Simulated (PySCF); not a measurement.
# CeH2O2 (Ce(OH)2+): the cost of one run

Computed with PySCF 2.14.0. Level: PBE0, Ce lcecp-1-SVP with ECP47, O def2-SVP, H def2-SVP; scalar-relativistic core potentials, no spin–orbit coupling.

1 further run of the same task is left out (for a known fault of the program).

**1. Where the work starts**

5 atoms, charge 1, spin multiplicity 1.

Bond lengths: Ce1–O2 2.242 Å, Ce1–O4 2.242 Å, O2–H3 0.966 Å, O4–H5 0.966 Å. Angles: O2–Ce1–O4 131.8°, Ce1–O2–H3 158.8°, Ce1–O4–H5 158.8°.

As a file:

```xyz
5

Ce    0.0000    0.0000    0.0000
O     2.0462    0.0000    0.9157
H     3.0058   -0.0906    0.9748
O    -2.0462    0.0000    0.9157
H    -3.0058    0.0906    0.9748
```

Formal oxidation states: Ce +3. Each metal's 1 4f electrons lie in its core potential, so multiplicities, spins and levels count the valence alone.

**2. SCF at the start, singlet**

run.py (the lines that set the calculation)

```python
mol = gto.M(atom='''
Ce     0.00000     0.00000     0.00000
O      2.04620     0.00000     0.91570
H      3.00580    -0.09060     0.97480
O     -2.04620     0.00000     0.91570
H     -3.00580     0.09060     0.97480''',
    basis={'Ce': 'lcecp-1-SVP', 'O': 'def2-SVP', 'H': 'def2-SVP'},
    ecp={'Ce': 'lcecp-1-SVP'},
    charge=1, spin=0)
mf = dft.RKS(mol, xc='PBE0')
mf.grids.atom_grid = (50, 194)  # f atoms: unpruned, at least (60, 302)
mf = mf.density_fit()  # fitting sets: Ce AutoAux, O def2-universal-JKFIT, H def2-universal-JKFIT
mf.conv_tol = 1e-08; mf.max_cycle = 55
mf.kernel(dm0)  # dm0: free metal ions and neutral atoms
```

Command:

```bash
> OMP_NUM_THREADS=2 python run.py
```

**Question.** How long does this run take on 2 threads of Arm Neoverse V1, shared host, and how much memory does it need?

About 2 s, with a peak of 0.39 GiB.
